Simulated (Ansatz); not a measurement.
**C₄H₇FSi: how energies converge with the basis set**

One table from this session's results is given with a row withheld; the runs are named, their logs left out.

Method: one geometry, several basis sets; program: Ansatz 0.2.0, Gaussian basis.

Plan: PBE0-D4/def2-SVP; ωB97M-V/def2-SVP; PBE0-D4/def2-QZVPP; ωB97M-V/def2-QZVPP; the functionals' def2-TZVPP values are taken from earlier runs.

### The geometry

All runs share one geometry, relaxed beforehand with PBE0-D4 in a triple-zeta def2 set.

13 atoms, charge 0, spin multiplicity 1.

Atoms are counted from 1 here; the program's logs count them from 0.

Bond lengths: C1–C2 1.331 Å, C1–H7 1.087 Å, C1–H8 1.087 Å, C2–Si3 1.850 Å, C2–H9 1.089 Å, Si3–F4 1.606 Å, Si3–C5 1.852 Å, Si3–H10 1.486 Å, C5–C6 1.331 Å, C5–H11 1.089 Å, C6–H12 1.087 Å, C6–H13 1.087 Å. Angles: C2–C1–H7 122.5°, C2–C1–H8 121.5°, H7–C1–H8 116.0°, C1–C2–Si3 121.7°, C1–C2–H9 118.4°, Si3–C2–H9 119.8°, C2–Si3–F4 110.0°, C2–Si3–C5 111.7°, C2–Si3–H10 108.9°, F4–Si3–C5 107.5°, F4–Si3–H10 106.7°, C5–Si3–H10 111.8°, Si3–C5–C6 122.8°, Si3–C5–H11 118.9°, C6–C5–H11 118.3°, C5–C6–H12 121.7°, C5–C6–H13 122.3°, H12–C6–H13 116.0°.

The first run:

File in.yaml:

```yaml
crystal:
  periodic: [false, false, false]
  atoms:
    - {symbol: C, position_ang: [0.831417, 0.621715, -2.074856]}
    - {symbol: C, position_ang: [-0.131464, 0.682763, -1.158170]}
    - {symbol: Si, position_ang: [-0.695500, -0.819942, -0.238570]}
    - {symbol: F, position_ang: [-2.266891, -1.051681, -0.474232]}
    - {symbol: C, position_ang: [-0.423872, -0.650344, 1.585337]}
    - {symbol: C, position_ang: [0.339071, 0.302776, 2.114790]}
    - {symbol: H, position_ang: [1.183346, 1.499289, -2.610385]}
    - {symbol: H, position_ang: [1.312030, -0.318413, -2.332934]}
    - {symbol: H, position_ang: [-0.581123, 1.650784, -0.941979]}
    - {symbol: H, position_ang: [0.000245, -2.010972, -0.792011]}
    - {symbol: H, position_ang: [-0.889997, -1.370299, 2.257052]}
    - {symbol: H, position_ang: [0.833185, 1.047216, 1.496018]}
    - {symbol: H, position_ang: [0.509953, 0.382408, 3.184839]}
basis:
  gaussian: {orbitals: def2-SVP}
hamiltonian: {xc: pbe0, dispersion: d4}
output: {orbitals: {seedname: orbitals}}
```

Run with:

```bash
$ ansatz run in.yaml --threads 4 --pin off --events-out ev --progress --plain --max-ram 10444MiB
```

Among the steps run: PBE0-D4 in def2-SVP; ωB97M-V in def2-SVP; PBE0-D4 in def2-QZVPP; ωB97M-V in def2-QZVPP.

One of the session's tables, all rows but one given; the rest of the session is left out.

It belongs to the step «Density functionals: the series». 

```
functional       basis  HOMO (eV)
   PBE0-D4    def2-SVP      -8.12
   PBE0-D4  def2-TZVPP      -8.17
   PBE0-D4  def2-QZVPP      -8.18
   ωB97M-V    def2-SVP     -10.36
   ωB97M-V  def2-TZVPP          ?
   ωB97M-V  def2-QZVPP     -10.43
```

Estimate the missing values for ωB97M-V, def2-TZVPP.

**Answer.** HOMO (eV): -10.42. In the column «HOMO (eV)» it lies between ωB97M-V, def2-QZVPP (-10.43) and ωB97M-V, def2-SVP (-10.36).
